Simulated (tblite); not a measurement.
# Ge28H36: the cost of one run

Programs: tblite 0.8.0 and PySCF 2.14.0, with routines of our own; each step states its level. All values are computed. Atoms count from 0.

## Step 1: The system as given

64 atoms, charge 0, multiplicity 1; geometry from: force field, distance geometry or constructed start.

## Step 2: Relaxing the molecule with GFN2-xTB

The job: settings as JSON, then the geometry in Å.

```
{"job": {"kind": "relax", "xc": "GFN2-xTB", "basis": "xTB"}, "charge": 0, "multiplicity": 1}
Ge     2.005300     1.052700    -3.835200
Ge     3.997600    -0.097800    -0.573900
Ge     4.006000    -0.102700    -3.016000
Ge    -2.001100     1.058900    -3.839800
Ge    -0.001000    -0.101600    -0.563600
Ge    -0.003300    -0.100900    -3.019600
Ge     2.000500    -3.563600    -0.570300
Ge    -3.997400    -0.097700    -0.565500
Ge    -3.998100    -0.102500    -3.017400
Ge    -2.003200    -3.566100    -0.565400
Ge     1.998300     1.053300     2.697600
Ge     1.997900     1.052500     0.249700
Ge     3.997400    -0.099700     3.521300
Ge     4.003000    -2.410900     2.697000
Ge     3.998600    -2.405200     0.249900
Ge    -2.002300     1.055100     2.706000
Ge    -2.000000     1.056400     0.250600
Ge    -0.001100    -0.103800     3.515300
Ge    -0.000600    -2.408500     2.702200
Ge     0.002800    -2.409400     0.252400
Ge    -4.003100    -0.096600     3.517800
Ge    -4.001700    -2.408800     2.699500
Ge    -3.997400    -2.405700     0.256300
Ge     1.996200     3.360100    -0.568500
Ge     2.000900     3.367000    -3.016100
Ge    -2.006500     3.363500    -0.564500
Ge    -1.999700     3.366700    -3.017700
Ge    -0.000600     4.519900     0.250900
H      2.001000     1.054900    -5.365600
H      5.251100     0.621200    -0.053600
H      5.253600     0.621400    -3.528100
H      3.998900    -1.541600    -3.526800
H     -2.001400     1.054600    -5.365500
H      0.002100    -1.544200    -3.523300
H      2.001600    -3.563500    -2.100300
H      2.000900    -5.005500    -0.059900
H     -5.250800     0.620900    -0.061100
H     -5.249100     0.623300    -3.529600
H     -3.999700    -1.546800    -3.527100
H     -2.005200    -3.561900    -2.095800
H     -2.000500    -5.010000    -0.053200
H      2.006300     2.491400     3.213400
H      5.254900     0.621800     3.002700
H      4.003400    -0.100900     5.044500
H      5.246300    -3.129900     3.212100
H      3.037300    -3.380400     3.383300
H      5.252400    -3.131500    -0.260900
H     -2.000700     2.499600     3.212000
H      0.001600    -0.100000     5.046500
H      0.963500    -3.381300     3.388700
H     -0.962500    -3.389300     3.389800
H     -5.243400     0.622100     3.006000
H     -4.001200    -0.100800     5.046400
H     -5.253400    -3.133200     3.206700
H     -3.038500    -3.382900     3.388200
H     -5.250500    -3.128600    -0.259700
H      3.256200     4.079900    -0.058900
H      3.252300     4.093200    -3.527700
H      1.038900     4.335300    -3.700100
H     -3.250500     4.087600    -0.058000
H     -1.042600     4.336900    -3.702600
H     -3.245700     4.085300    -3.528900
H      0.001700     5.962500    -0.259500
H     -0.000200     4.522800     1.780800
```

Run with:

```sh
OMP_NUM_THREADS=4 python large_run.py task.json out
```

The driver reads the jobs from task.json and runs them one after another.

Q: Estimate the wall time and peak memory of this first job on 4 threads of Arm Neoverse N1, shared host.

About 33 s, with a peak of 0.13 GiB.
